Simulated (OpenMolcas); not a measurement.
# Co⁷⁺: CASSCF and CASPT2 terms and fine-structure levels, part 2 of 2

Wanted: the level scheme of Co⁷⁺ from active-space wave functions, then second-order correlation under several settings.

OpenMolcas 26.06; ANO-RCC-VDZP, DKH2, active space 2 electrons in 5 orbitals (3d), orbitals: per spin and parity. Earlier steps stand in the parts before.

## Step 6: CASPT2: IPEA 0.25, imaginary shift 0.1 (closed shells correlated: 3s 3p)

a.inp

```
>>> COPY JOB001 $Project.JobIph
&CASPT2
Multistate=10 1 2 3 4 5 6 7 8 9 10
Frozen=2 3
IPEA=0.25
Imaginary=0.1
MaxIter=60
WThr=0.0 0.3 0.05
PrWF=0.5
NoMix
>>> COPY JOB002 $Project.JobIph
&CASPT2
Multistate=15 1 2 3 4 5 6 7 8 9 10 11 12 13 14 15
Frozen=2 3
IPEA=0.25
Imaginary=0.1
MaxIter=60
WThr=0.0 0.3 0.05
PrWF=0.5
NoMix
```

The log of the run:

```text
Orbital specifications:
      -----------------------

      Symmetry species                           1   2
                                                ag  au
      Frozen orbitals                            2   3
      Inactive orbitals                          1   3
      Active orbitals                            5   0
      Secondary orbitals                         7  13
      Deleted orbitals                           0   0
      Number of basis functions                 15  19
Type of calculation                        MS-CASPT2
      Fock operator                              state-specific
      IPEA shift                                 0.25
      Real shift                                 0.00
      Imaginary shift                            0.10
      The input orbitals will be transformed to quasi-canonical
Reference energy:       -1376.5879168269
      E2 (Non-variational):      -0.2015074800
      Shift correction:          -0.0000337432
      E2 (Variational):          -0.2015412232
      Total energy:           -1376.7894580500
      Residual norm:              0.0000001433
      Reference weight:           0.97535
      Contributions to the CASPT2 correlation energy
      Active & Virtual Only:         -0.0019667880
      One Inactive Excited:          -0.0647018309
      Two Inactive Excited:          -0.1348388611
Reference energy:       -1376.5879168269
      E2 (Non-variational):      -0.2002497757
      Shift correction:          -0.0000330227
      E2 (Variational):          -0.2002827984
      Total energy:           -1376.7881996253
      Residual norm:              0.0000001453
      Reference weight:           0.97567
      Contributions to the CASPT2 correlation energy
      Active & Virtual Only:         -0.0019331392
      One Inactive Excited:          -0.0641061979
      Two Inactive Excited:          -0.1342104386
::    CASPT2 Root  1     Total energy:  -1376.78945805
::    CASPT2 Root  2     Total energy:  -1376.78819963
::    CASPT2 Root  3     Total energy:  -1376.78908523
::    CASPT2 Root  4     Total energy:  -1376.78895155
::    CASPT2 Root  5     Total energy:  -1376.78860020
::    CASPT2 Root  6     Total energy:  -1376.78878120
::    CASPT2 Root  7     Total energy:  -1376.78794139
::    CASPT2 Root  8     Total energy:  -1376.68977097
::    CASPT2 Root  9     Total energy:  -1376.68977094
::    CASPT2 Root 10     Total energy:  -1376.68977095
::    MS-CASPT2 Root  1     Total energy:  -1376.78981766
::    MS-CASPT2 Root  2     Total energy:  -1376.78924709
::    MS-CASPT2 Root  3     Total energy:  -1376.78906027
::    MS-CASPT2 Root  4     Total energy:  -1376.78886895
::    MS-CASPT2 Root  5     Total energy:  -1376.78849742
::    MS-CASPT2 Root  6     Total energy:  -1376.78803400
::    MS-CASPT2 Root  7     Total energy:  -1376.78750966
::    MS-CASPT2 Root  8     Total energy:  -1376.68976966
::    MS-CASPT2 Root  9     Total energy:  -1376.68976460
::    MS-CASPT2 Root 10     Total energy:  -1376.68976080
Orbital specifications:
      -----------------------

      Symmetry species                           1   2
                                                ag  au
      Frozen orbitals                            2   3
      Inactive orbitals                          1   3
      Active orbitals                            5   0
      Secondary orbitals                         7  13
      Deleted orbitals                           0   0
      Number of basis functions                 15  19
Type of calculation                        MS-CASPT2
      Fock operator                              state-specific
      IPEA shift                                 0.25
      Real shift                                 0.00
      Imaginary shift                            0.10
      The input orbitals will be transformed to quasi-canonical
Reference energy:       -1376.4929753143
      E2 (Non-variational):      -0.2138460198
      Shift correction:          -0.0000382751
      E2 (Variational):          -0.2138842950
      Total energy:           -1376.7068596093
      Residual norm:              0.0000001541
      Reference weight:           0.97309
      Contributions to the CASPT2 correlation energy
      Active & Virtual Only:         -0.0050075510
      One Inactive Excited:          -0.0648072790
      Two Inactive Excited:          -0.1440311899
Reference energy:       -1376.4929753143
      E2 (Non-variational):      -0.2138522780
      Shift correction:          -0.0000382776
      E2 (Variational):          -0.2138905556
      Total energy:           -1376.7068658699
      Residual norm:              0.0000001548
      Reference weight:           0.97309
      Contributions to the CASPT2 correlation energy
      Active & Virtual Only:         -0.0050075524
      One Inactive Excited:          -0.0648207221
      Two Inactive Excited:          -0.1440240035
::    CASPT2 Root  1     Total energy:  -1376.70685961
::    CASPT2 Root  2     Total energy:  -1376.70686587
::    CASPT2 Root  3     Total energy:  -1376.70686805
::    CASPT2 Root  4     Total energy:  -1376.70684224
::    CASPT2 Root  5     Total energy:  -1376.70686774
::    CASPT2 Root  6     Total energy:  -1376.64825273
::    CASPT2 Root  7     Total energy:  -1376.64829239
::    CASPT2 Root  8     Total energy:  -1376.64686589
::    CASPT2 Root  9     Total energy:  -1376.64740007
::    CASPT2 Root 10     Total energy:  -1376.64638466
::    CASPT2 Root 11     Total energy:  -1376.64732683
::    CASPT2 Root 12     Total energy:  -1376.64810697
::    CASPT2 Root 13     Total energy:  -1376.64859144
::    CASPT2 Root 14     Total energy:  -1376.64819106
::    CASPT2 Root 15     Total energy:  -1376.45673796
::    MS-CASPT2 Root  1     Total energy:  -1376.70694216
::    MS-CASPT2 Root  2     Total energy:  -1376.70692358
::    MS-CASPT2 Root  3     Total energy:  -1376.70687968
::    MS-CASPT2 Root  4     Total energy:  -1376.70682880
::    MS-CASPT2 Root  5     Total energy:  -1376.70678774
::    MS-CASPT2 Root  6     Total energy:  -1376.64894747
::    MS-CASPT2 Root  7     Total energy:  -1376.64875653
::    MS-CASPT2 Root  8     Total energy:  -1376.64853949
::    MS-CASPT2 Root  9     Total energy:  -1376.64840148
::    MS-CASPT2 Root 10     Total energy:  -1376.64787814
::    MS-CASPT2 Root 11     Total energy:  -1376.64752637
::    MS-CASPT2 Root 12     Total energy:  -1376.64692810
::    MS-CASPT2 Root 13     Total energy:  -1376.64630726
::    MS-CASPT2 Root 14     Total energy:  -1376.64607164
::    MS-CASPT2 Root 15     Total energy:  -1376.45673505
```

This run took 2 s in all on 1 thread, shared host.

SS-CASPT2: lowest energy less the reference's lowest, -0.2008 hartree; reference weights 0.970 to 0.976. These are the single-state energies of the run (the lines without MS-).

The roots that group into whole terms:

```
configuration  term  E (cm-1)  spread (cm-1)
          3d2    3F       0.0            333
          3d2    1D     17970              6
          3d2    3P     21720              0
          3d2    1G     30950            484
          3d2    1S     72860              0
```

Levels with spin-orbit coupling, from the RASSI matrix with the averaged CASPT2 term energies on its diagonal:

```csv
Configuration,Term,J,E (cm-1),g,Leading %,Second
3d2,3F,2,0.0,0.667,100,
3d2,3F,3,1327,1.084,100,
3d2,3F,4,2960,1.250,100,
3d2,1D,2,19470,1.033,93,7 3P
3d2,3P,0,22550,,100,
3d2,3P,1,23040,1.501,100,
3d2,3P,2,24200,1.467,93,7 1D
3d2,1G,4,32710,1.000,100,
3d2,1S,0,74680,,100,
```

The strongest lines between these levels (SS-CASPT2 energies, vacuum wavelengths; moments from the reference wave functions; branching within the model space):

```
  upper    lower  type  λ (nm)   A (s-1)  branching %
3d2 1S0  3d2 3F2    E2   133.9  3.57e-01          0.6
3d2 1S0  3d2 1D2    E2   181.1  4.43e+01         75.8
3d2 1S0  3d2 3P1    M1   193.7  1.13e+01         19.3
3d2 1S0  3d2 3P2    E2   198.1  2.49e+00          4.3
3d2 1G4  3d2 3F3    M1   318.6  4.86e-01         41.2
3d2 1G4  3d2 3F4    M1   336.1  6.89e-01         58.4
3d2 3P2  3d2 3F2    M1   413.3  2.14e-02          3.8
3d2 3P2  3d2 3F2    E2   413.3  7.53e-03          1.3
3d2 3P1  3d2 3F2    E2     434  8.07e-02         29.0
3d2 3P2  3d2 3F3    M1   437.2  8.35e-02         14.7
3d2 3P2  3d2 3F3    E2   437.2  4.45e-02          7.8
3d2 3P0  3d2 3F2    E2   443.5  2.22e-01        100.0
3d2 3P1  3d2 3F3    E2   460.5  1.22e-01         43.7
3d2 3P2  3d2 3F4    E2   470.9  1.16e-01         20.4
3d2 1D2  3d2 3F2    M1   513.7  5.60e-01         38.9
3d2 1D2  3d2 3F3    M1   551.3  8.74e-01         60.8
3d2 1G4  3d2 1D2    E2     755  2.84e-03          0.2
3d2 3P2  3d2 1D2    M1    2113  2.76e-01         48.6
3d2 3P1  3d2 1D2    M1    2795  7.09e-02         25.5
3d2 3F4  3d2 3F3    M1    6114  8.89e-02        100.0
3d2 3F3  3d2 3F2    M1    7533  6.01e-02        100.0
3d2 3P2  3d2 3P1    M1    8664  1.94e-02          3.4
```

## Step 7: CASPT2: IPEA 0, imaginary shift 0.1 (closed shells correlated: 3s 3p), extended multistate

a.inp

```
>>> COPY JOB001 $Project.JobIph
&CASPT2
XMultistate=10 1 2 3 4 5 6 7 8 9 10
Frozen=2 3
IPEA=0.0
Imaginary=0.1
MaxIter=60
WThr=0.0 0.3 0.05
PrWF=0.5
NoMix
>>> COPY JOB002 $Project.JobIph
&CASPT2
XMultistate=15 1 2 3 4 5 6 7 8 9 10 11 12 13 14 15
Frozen=2 3
IPEA=0.0
Imaginary=0.1
MaxIter=60
WThr=0.0 0.3 0.05
PrWF=0.5
NoMix
```

The log of the run:

```text
Orbital specifications:
      -----------------------

      Symmetry species                           1   2
                                                ag  au
      Frozen orbitals                            2   3
      Inactive orbitals                          1   3
      Active orbitals                            5   0
      Secondary orbitals                         7  13
      Deleted orbitals                           0   0
      Number of basis functions                 15  19
Type of calculation                        XMS-CASPT2
      Fock operator                              state-average
      IPEA shift                                 0.00
      Real shift                                 0.00
      Imaginary shift                            0.10
      The input orbitals will be transformed to quasi-canonical
      The input states will be rotated to diagonalize the Fock operator
Reference energy:       -1376.5879168269
      E2 (Non-variational):      -0.2084767808
      Shift correction:          -0.0000373335
      E2 (Variational):          -0.2085141143
      Total energy:           -1376.7964309412
      Residual norm:              0.0000001588
      Reference weight:           0.97369
      Contributions to the CASPT2 correlation energy
      Active & Virtual Only:         -0.0024730594
      One Inactive Excited:          -0.0678000563
      Two Inactive Excited:          -0.1382036651
Reference energy:       -1376.5879168269
      E2 (Non-variational):      -0.2093233151
      Shift correction:          -0.0000376127
      E2 (Variational):          -0.2093609278
      Total energy:           -1376.7972777546
      Residual norm:              0.0000001639
      Reference weight:           0.97355
      Contributions to the CASPT2 correlation energy
      Active & Virtual Only:         -0.0026956858
      One Inactive Excited:          -0.0679582221
      Two Inactive Excited:          -0.1386694072
::    XMS-CASPT2 Root  1     Total energy:  -1376.79470999
::    XMS-CASPT2 Root  2     Total energy:  -1376.79470869
::    XMS-CASPT2 Root  3     Total energy:  -1376.79470701
::    XMS-CASPT2 Root  4     Total energy:  -1376.79470587
::    XMS-CASPT2 Root  5     Total energy:  -1376.79470368
::    XMS-CASPT2 Root  6     Total energy:  -1376.79469954
::    XMS-CASPT2 Root  7     Total energy:  -1376.79469834
::    XMS-CASPT2 Root  8     Total energy:  -1376.69642664
::    XMS-CASPT2 Root  9     Total energy:  -1376.69642420
::    XMS-CASPT2 Root 10     Total energy:  -1376.69642229
Orbital specifications:
      -----------------------

      Symmetry species                           1   2
                                                ag  au
      Frozen orbitals                            2   3
      Inactive orbitals                          1   3
      Active orbitals                            5   0
      Secondary orbitals                         7  13
      Deleted orbitals                           0   0
      Number of basis functions                 15  19
Type of calculation                        XMS-CASPT2
      Fock operator                              state-average
      IPEA shift                                 0.00
      Real shift                                 0.00
      Imaginary shift                            0.10
      The input orbitals will be transformed to quasi-canonical
      The input states will be rotated to diagonalize the Fock operator
Reference energy:       -1376.4929753143
      E2 (Non-variational):      -0.2164767326
      Shift correction:          -0.0000395105
      E2 (Variational):          -0.2165162430
      Total energy:           -1376.7094915574
      Residual norm:              0.0000001572
      Reference weight:           0.97248
      Contributions to the CASPT2 correlation energy
      Active & Virtual Only:         -0.0046099864
      One Inactive Excited:          -0.0678113323
      Two Inactive Excited:          -0.1440554139
Reference energy:       -1376.4929753143
      E2 (Non-variational):      -0.2144202016
      Shift correction:          -0.0000389196
      E2 (Variational):          -0.2144591212
      Total energy:           -1376.7074344355
      Residual norm:              0.0000001578
      Reference weight:           0.97280
      Contributions to the CASPT2 correlation energy
      Active & Virtual Only:         -0.0032505229
      One Inactive Excited:          -0.0710106525
      Two Inactive Excited:          -0.1401590262
::    XMS-CASPT2 Root  1     Total energy:  -1376.71073420
::    XMS-CASPT2 Root  2     Total energy:  -1376.71073092
::    XMS-CASPT2 Root  3     Total energy:  -1376.71072780
::    XMS-CASPT2 Root  4     Total energy:  -1376.71072720
::    XMS-CASPT2 Root  5     Total energy:  -1376.71072386
::    XMS-CASPT2 Root  6     Total energy:  -1376.65330805
::    XMS-CASPT2 Root  7     Total energy:  -1376.65330755
::    XMS-CASPT2 Root  8     Total energy:  -1376.65330271
::    XMS-CASPT2 Root  9     Total energy:  -1376.65330065
::    XMS-CASPT2 Root 10     Total energy:  -1376.65329850
::    XMS-CASPT2 Root 11     Total energy:  -1376.65329372
::    XMS-CASPT2 Root 12     Total energy:  -1376.65329136
::    XMS-CASPT2 Root 13     Total energy:  -1376.65328775
::    XMS-CASPT2 Root 14     Total energy:  -1376.65328490
::    XMS-CASPT2 Root 15     Total energy:  -1376.45931177
```

This run: 2 s of run time, 1 thread, shared host.

XMS-CASPT2: lowest energy less the reference's lowest, -0.2068 hartree; reference weights 0.972 to 0.974.

Levels with spin-orbit coupling, from the RASSI matrix with the averaged CASPT2 term energies on its diagonal:

| Configuration | Term | J | E (cm-1) | g | Leading % | Second |
| --- | --- | --- | --- | --- | --- | --- |
| 3d2 | 3F | 2 | 0.0 | 0.667 | 100 |  |
| 3d2 | 3F | 3 | 1326 | 1.084 | 100 |  |
| 3d2 | 3F | 4 | 2960 | 1.250 | 100 |  |
| 3d2 | 1D | 2 | 19880 | 1.043 | 91 | 9 3P |
| 3d2 | 3P | 0 | 22400 |  | 100 |  |
| 3d2 | 3P | 1 | 22900 | 1.501 | 100 |  |
| 3d2 | 3P | 2 | 24100 | 1.457 | 91 | 9 1D |
| 3d2 | 1G | 4 | 32800 | 1.000 | 100 |  |
| 3d2 | 1S | 0 | 75430 |  | 100 |  |

## Step 8: The methods side by side

A. CASSCF
B. SS-CASPT2, IPEA 0.25, imaginary shift 0.1 (closed shells correlated: 3s 3p)
C. XMS-CASPT2, IPEA 0, imaginary shift 0.1 (closed shells correlated: 3s 3p)

Energies in cm-1 above each method's lowest level; measured values from Sugar and Corliss, J. Phys. Chem. Ref. Data 10, 1097 (1981).

```
  level      A      B      C  measured
3d2 3F2    0.0    0.0    0.0       0.0
3d2 3F3   1317   1327   1326      1430
3d2 3F4   2953   2960   2960      3144
3d2 1D2  22331  19470  19880     19624
3d2 3P0  25622  22550  22400     22304
3d2 3P1  26109  23040  22900     22839
3d2 3P2  27250  24200  24100     24055
3d2 1G4  34120  32710  32800     32360
3d2 1S0  81965  74680  75430     74247
```

Mean absolute deviation from the 8 measured excited levels that all methods hold: A 2800 cm⁻¹, B 230 cm⁻¹, C 300 cm⁻¹.

## Step 9: Results

This closing draws on all 2 parts.

| quantity | value |
| --- | --- |
| method | SS-CASPT2, IPEA 0.25, imaginary shift 0.1 (closed shells correlated: 3s 3p) |
| lowest level | 3d2 3F2, 100 % of that term, g = 0.667 |
| ground level listed by NIST | 3F2 |
| first excited level | 3d2 3F3 at 1327 cm-1 |
| lowest level of another term | 3d2 1D2 at 19470 cm-1 |
| spin-orbit lowering of the lowest level | 1742 cm-1 |
| strongest of the lines computed, by gA (one parity, so forbidden lines), at SS-CASPT2 energies | 3d2 1S0 → 3d2 1D2, 181.1 nm, A = 4.43e+01 s⁻¹ |

Cost and accuracy by method:

```
                                              method  time of its own steps  time with the reference  mean absolute difference from the measured levels (cm-1)
                                           A. CASSCF                  5.6 s                    5.6 s                                                      2800
B. SS-CASPT2, IPEA 0.25, imaginary shift 0.1, +3s 3p                    2 s                    7.6 s                                                       230
  C. XMS-CASPT2, IPEA 0, imaginary shift 0.1, +3s 3p                    2 s                    7.6 s                                                       300
```

Times are of one thread on a shared host.

The multiplet 3F is regular; its intervals divided by the larger J differ by 8 % of their mean, where Landé's rule for pure LS coupling makes them equal. Second-order correlation (method B) scales the levels of the lowest configuration above 5000 cm⁻¹ by 0.87 to 0.96. Method B lies closest to the measured levels (230 cm⁻¹ on average) and A farthest (2800). Only the configurations of the active space and the roots asked for are present. CASPT2 does not keep the components of a term degenerate, and the means are used. The basis is small and contracted for the neutral atom, so it is rough for this charge. Only valence configurations of the active space appear, up to the ionisation limit; * or ° marks odd parity.
